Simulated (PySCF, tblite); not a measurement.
# C₄H₁₄N₂OSi₂: geometry, infrared bands and NMR shifts

Aim: predict the infrared bands and NMR shifts of C₄H₁₄N₂OSi₂ (`CC[Si@@]1(N)COC[SiH2]N1`).

Computed with tblite 0.8.0 and PySCF 2.14.0, with density-fitted response routines of our own, on a single molecule in the gas phase. Atoms are numbered from 0 throughout.

## 1. Starting geometry

23 atoms, charge 0, multiplicity 1; geometry from: force field or distance geometry start.

Bonds of the start (Å): C0–C1 1.51, C1–Si2 1.85, Si2–N3 1.80, Si2–C4 1.87, C4–O5 1.37, O5–C6 1.38, C6–Si7 1.83, Si7–N8 1.78, N8–Si2 1.80, C0–H9 1.12, C0–H10 1.11, C0–H11 1.10, C1–H12 1.13, C1–H13 1.10, N3–H14 1.04, N3–H15 1.03, C4–H16 1.12, C4–H17 1.09, C6–H18 1.10, C6–H19 1.13, Si7–H20 1.47, Si7–H21 1.47, N8–H22 1.03.

## 2. Geometry optimisation with GFN2-xTB

Job settings and geometry (Å):

```
{"job": {"kind": "relax", "xc": "GFN2-xTB", "basis": "xTB"}, "charge": 0, "multiplicity": 1}
C     -3.063900    -0.173400     0.729900
C     -2.020700    -0.994500     0.007800
Si    -0.367300    -0.158500     0.030700
N     -0.469800     1.584700     0.471600
C      0.874300    -0.996900     1.157300
O      1.822600    -0.032500     1.401500
C      2.749300     0.166400     0.399200
Si     2.070700     0.504300    -1.267900
N      0.456200    -0.192400    -1.571400
H     -3.777400    -0.884700     1.218100
H     -3.598900     0.440300    -0.019300
H     -2.567200     0.490600     1.447500
H     -1.907700    -1.978900     0.553800
H     -2.302300    -1.157300    -1.046400
H     -1.444200     1.942400     0.533900
H      0.083100     2.190700    -0.151500
H      1.359800    -1.825700     0.583800
H      0.410200    -1.444000     2.039400
H      3.476400    -0.659900     0.345800
H      3.348900     1.067200     0.707200
H      2.970200    -0.120800    -2.252300
H      1.973300     1.959200    -1.465500
H     -0.080600     0.301000    -2.297300
```

On the command line:

```console
$ OMP_NUM_THREADS=1 python probes_run.py task.json out
```

This one command runs all jobs of the session in turn.

**Question.** This job is followed by: GFN2-xTB harmonic vibrations, gas phase; GIAO PBE0/pcSseg-1 NMR shielding, non-relativistic, gas phase. Predict these results of the whole session: strongest single infrared mode (GFN2-xTB); zero-point energy (GFN2-xTB); 13C shifts against TMS (PBE0/pcSseg-1); 1H shifts against TMS (PBE0/pcSseg-1, means over atoms taken as alike); 29Si shifts against TMS (PBE0/pcSseg-1); 15N shifts against NH3 (PBE0/pcSseg-1); 17O shifts against H2O (PBE0/pcSseg-1); surface potential, 1st and 99th percentile.

As calculated:

```
                                                              quantity                                                                  value
                             strongest single infrared mode (GFN2-xTB)                                                  2190 cm⁻¹, 408 km/mol
                                          zero-point energy (GFN2-xTB)                                                         114.2 kcal/mol
                                13C shifts against TMS (PBE0/pcSseg-1)                                              68.3, 63.7, 11.8, 9.4 ppm
1H shifts against TMS (PBE0/pcSseg-1, means over atoms taken as alike)  5.18, 4.73, 3.81, 3.72, 3.40, 3.24, 0.86, 0.82, 0.55, 0.50, -0.11 ppm
                               29Si shifts against TMS (PBE0/pcSseg-1)                                                       -20.5, -42.4 ppm
                                15N shifts against NH3 (PBE0/pcSseg-1)                                                         24.2, 21.7 ppm
                                17O shifts against H2O (PBE0/pcSseg-1)                                                              -11.6 ppm
                                 surface potential, 1st and 99th percentile                                                     -1.52 V and 1.39 V
```

**Reading.** Over 223 steps the energy fell by 1.165 eV; of the close pairs, C6–Si7 changed most, 1.831 to 1.908 Å. No mode is imaginary among the 63: a minimum at this level. The strongest single mode, at 2190 cm⁻¹, moves mainly H21. Unscaled tight-binding wavenumbers are off by several per cent, some by more. Its intensities can rank the bands wrongly. At PBE0/pcSseg-1: The largest span, 96 ppm, is at O5, where the paramagnetic term is -48 ppm.
